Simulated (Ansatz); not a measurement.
# SnO (tin(ii) oxide) at 6 levels

Wanted: a comparison of 6 runs (B2PLYP/STO-3G, B3LYP/STO-3G, CAM-B3LYP/STO-3G, r2SCAN0/STO-3G, wB97M-V/STO-3G, UMP2/STO-3G) of SnO (tin(ii) oxide). 

Program for the calculation: Ansatz 0.2.0.

55 further runs of the same task are left out: 20 that didn't finish, 35 set aside as unsound or not needed.

### Step 1. The molecule

The species is SnO (2 atoms), meant as a singlet with charge 0. SMILES: `[O]=[Sn]`. The Sn2–O1 distance was set to 4.509 Å, away from the relaxed value.

### Step 2. The energy at B2PLYP/STO-3G (run 1)

Contents of job.yaml:

```yaml
crystal:
  periodic: [false, false, false]
  atoms:
    - {symbol: O, position_ang: [0.000000, 0.000000, -2.705320]}
    - {symbol: Sn, position_ang: [0.000000, 0.000000, 1.803580]}
basis:
  gaussian: {orbitals: STO-3G}
hamiltonian: {xc: {name: B2PLYP}}
correlation: {frozen_orbitals: {O: 1, Sn: 18}}
accuracy: high
```

Command:

```
ansatz run job.yaml --threads 1 --pin off --max-ram 2610MiB --events-out events.jsonl --progress --plain --runs-dir runs
```

Log:

```text
Warning: RAYON_NUM_THREADS=1 ignored (pool sized by the plan → 1); use --threads N
Functional definition: B2PLYP
  name "B2PLYP"
  parameter a = 0.53
  parameter c = 0.27
  exchange = (1 - a)*b88_x + a*exact_x
  correlation = (1 - c)*lyp_c + c*(mp2_os + mp2_ss)
522 factors; integrals over basis functions are off by at most 6.8e-9 eV
mean field evaluation 1: about -164278.7887 eV, gradient 5.6e0 eV
mean field evaluation 2: about -164278.7941 eV, gradient 5.6e0 eV
mean field evaluation 4: about -164278.5691 eV, gradient 7.3e0 eV
mean field evaluation 8: about -164315.8431 eV, gradient 2.4e0 eV
mean field evaluation 16: about -164315.9953 eV, gradient 1.1e-6 eV
mean field evaluation 32: about -164315.9848 eV, gradient 9.0e-2 eV
mean field evaluation 64: about -164315.9952 eV, gradient 8.4e-3 eV
mean field evaluation 96: about -164302.8858 eV, gradient 7.6e-1 eV
mean field evaluation 128: about -164315.9643 eV, gradient 1.2e-1 eV
mean field evaluation 160: about -164315.9575 eV, gradient 1.3e-2 eV
mean field -164315.99530808 eV, -6038.5014501901 hartree, gradient 3.8e-9 eV, S^2 0.000000; 9 other end points of the search recorded, 0 dependent functions left out; unrestricted orbitals would lower it
19 core orbitals not correlated: weight in the atoms' cores, before any rotation towards them, 1.000 or more for the frozen orbitals, at most 0.000 for the correlated occupied ones
reference -164315.99532541 eV, -6038.5014508268 hartree; 10, 10 occupied and 3, 3 virtual orbitals, 522 factors
second order -1.31212462 eV of doubles, -0.00000000 eV of singles
Total energy: -164316.34959905 eV, -6038.5144701432 hartree
```

Run time: 11 s. Hardware: 1 thread of Arm Neoverse V2, shared host; peak memory 0.11 GiB.

### Step 3. A single-point energy at B3LYP/STO-3G (run 2)

Contents of input.yaml:

```yaml
basis:
  gaussian: {orbitals: STO-3G}
crystal:
  periodic: [false, false, false]
  atoms:
    - symbol: O
      position_ang: [0.000000, 0.000000, -2.705320]
    - symbol: Sn
      position_ang: [0.000000, 0.000000, 1.803580]
hamiltonian: {xc: {name: B3LYP}}
accuracy: high
```

Command:

```
ansatz run input.yaml --threads 1 --pin off --max-ram 2610MiB --events-out events.jsonl --progress --plain --runs-dir runs
```

Log, cut to the lines that bear on the results:

```text
Warning: RAYON_NUM_THREADS=1 ignored (pool sized by the plan → 1); use --threads N
Functional definition: B3LYP
  name "B3LYP"
[...]
522 factors; integrals over basis functions are off by at most 6.8e-9 eV
[...]
mean field -164331.00135547 eV, -6039.0529122601 hartree, gradient 2.4e-8 eV, S^2 0.000000; 10 other end points of the search recorded, 0 dependent functions left out
reference -164331.00138235 eV, -6039.0529132481 hartree; 29, 29 occupied and 3, 3 virtual orbitals, 522 factors
Total energy: -164331.00138235 eV, -6039.0529132481 hartree
```

It took 22 s on 1 thread of Arm Neoverse V2, shared host; peak memory 0.1 GiB.

Runs 3 to 4 aren't shown in full; the table further down has their settings and results.

### Step 4. The energy at wB97M-V/STO-3G (run 5)

Contents of in.yaml:

```yaml
basis:
  gaussian:
    orbitals: STO-3G
crystal:
  periodic: [false, false, false]
  atoms:
    - {symbol: O, position_ang: [0.000000, 0.000000, -2.705320]}
    - {symbol: Sn, position_ang: [0.000000, 0.000000, 1.803580]}
magnetization:
  spin_polarized: false
hamiltonian:
  xc: {name: wB97M-V}
accuracy: high
```

Command:

```
ansatz run in.yaml --threads 1 --pin off --max-ram 2610MiB --events-out events.jsonl --progress --plain --runs-dir runs
```

Log, cut to the lines that bear on the results:

```text
Warning: RAYON_NUM_THREADS=1 ignored (pool sized by the plan → 1); use --threads N
Functional definition: wB97M-V
  name "wB97M-V"
[...]
  gx(w, u) = 1 - cx + cx01*u + cx10*w
  gss(w, u) = css00 + css04*u^4 + css10*w + css20*w^2 + css43*w^4*u^3
  gos(w, u) = cos00 + cos10*w + (cos20 + cos21*u)*w^2 + (cos60 + cos61*u)*w^6
[...]
      + integral(e_c_pw_mod_opposite_spin*gos(b97_w_opposite, b97_u_opposite)) + vv10(b, c)
522 factors; integrals over basis functions are off by at most 6.8e-9 eV
119 factors; integrals over basis functions are off by at most 1.6e-9 eV
[...]
mean field -164334.49027334 eV, -6039.1811276272 hartree, gradient 4.2e-8 eV, S^2 0.000000; 2 other end points of the search recorded, 0 dependent functions left out
reference -164334.49027544 eV, -6039.1811277043 hartree; 29, 29 occupied and 3, 3 virtual orbitals, 522 factors
Total energy: -164334.49027544 eV, -6039.1811277043 hartree
```

It took 67 s on 1 thread of Arm Neoverse V2, shared host; peak memory 0.24 GiB.

### Step 5. A single-point energy at UMP2/STO-3G (run 6)

Contents of molecule.yaml:

```yaml
crystal:
  periodic: [false, false, false]
  atoms:
    - {symbol: O, position_ang: [0.000000, 0.000000, -2.705320]}
    - {symbol: Sn, position_ang: [0.000000, 0.000000, 1.803580]}
basis:
  gaussian:
    orbitals: STO-3G
magnetization:
  spin_polarized: true
  initial_magnetization: 0
correlation:
  method: mp2
  frozen_orbitals: {O: 1, Sn: 18}
accuracy: high
```

Command:

```
ansatz run molecule.yaml --threads 1 --pin off --max-ram 2610MiB --events-out events.jsonl --progress --plain --runs-dir runs
```

Log, cut to the lines that bear on the results:

```text
Warning: RAYON_NUM_THREADS=1 ignored (pool sized by the plan → 1); use --threads N
Functional definition: HF
  name "HF"
[...]
522 factors; integrals over basis functions are off by at most 6.8e-9 eV
[...]
mean field -164275.42538473 eV, -6037.0105330063 hartree, gradient 6.1e-9 eV, S^2 2.000008; 20 other end points of the search recorded, 0 dependent functions left out
19 core orbitals not correlated: weight in the atoms' cores, before any rotation towards them, 1.000 or more for the frozen orbitals, at most 0.000 for the correlated occupied ones
reference -164275.42538473 eV, -6037.0105330063 hartree; 10, 10 occupied and 3, 3 virtual orbitals, 522 factors
second order -0.20017573 eV of doubles, -0.00000000 eV of singles
Total energy: -164275.62556046 eV, -6037.0178893287 hartree
```

Run time: 8.4 s. Hardware: 1 thread of Arm Neoverse V2, shared host; peak memory 0.13 GiB.

### Step 6. Overview of the runs

| run | level | frozen core orbitals | energy (Eh) | wall time |
| --- | --- | --- | --- | --- |
| 1 | B2PLYP/STO-3G | 19 | -6038.514470 | 11 s |
| 2 | B3LYP/STO-3G | – | -6039.052913 | 22 s |
| 3 | CAM-B3LYP/STO-3G | – | -6039.207785 | 4.2 s |
| 4 | r2SCAN0/STO-3G | – | -6039.313435 | 24 s |
| 5 | wB97M-V/STO-3G | – | -6039.181128 | 67 s |
| 6 | UMP2/STO-3G | 19 | -6037.017889 | 8.4 s |

### Step 7. What came out

| quantity | value |
| --- | --- |
| run 6: total energy | -6037.01789 Eh |
| run 6: correlation energy (19 core orbitals frozen) | -7.4 mEh |
| run 6: ⟨S²⟩ of the reference determinant | 2.000 |

**Reading.** Totals of different functionals can't be ranked against each other. In run 1 the log says that unrestricted orbitals would lower the reference, so the values rest on an unstable closed-shell determinant (other closed-shell runs at this shape may share the fault). In runs 1, 2, 3, 4, 5, 6 the basis is minimal, so the values are rough. In runs 1, 2, 3, 4, 5 a closed-shell determinant meets a far-stretched bond, which it describes badly. In runs 1, 2, 3, 4, 5, 6 relativity is left out where basis or elements ask for it. Spin contamination of the reference: run 6 ⟨S²⟩ = 2.00. Where it is this large, the reference is a mixture of spin states, and values that rest on it are in doubt. All runs together took 2.3 min, the longest 67 s.
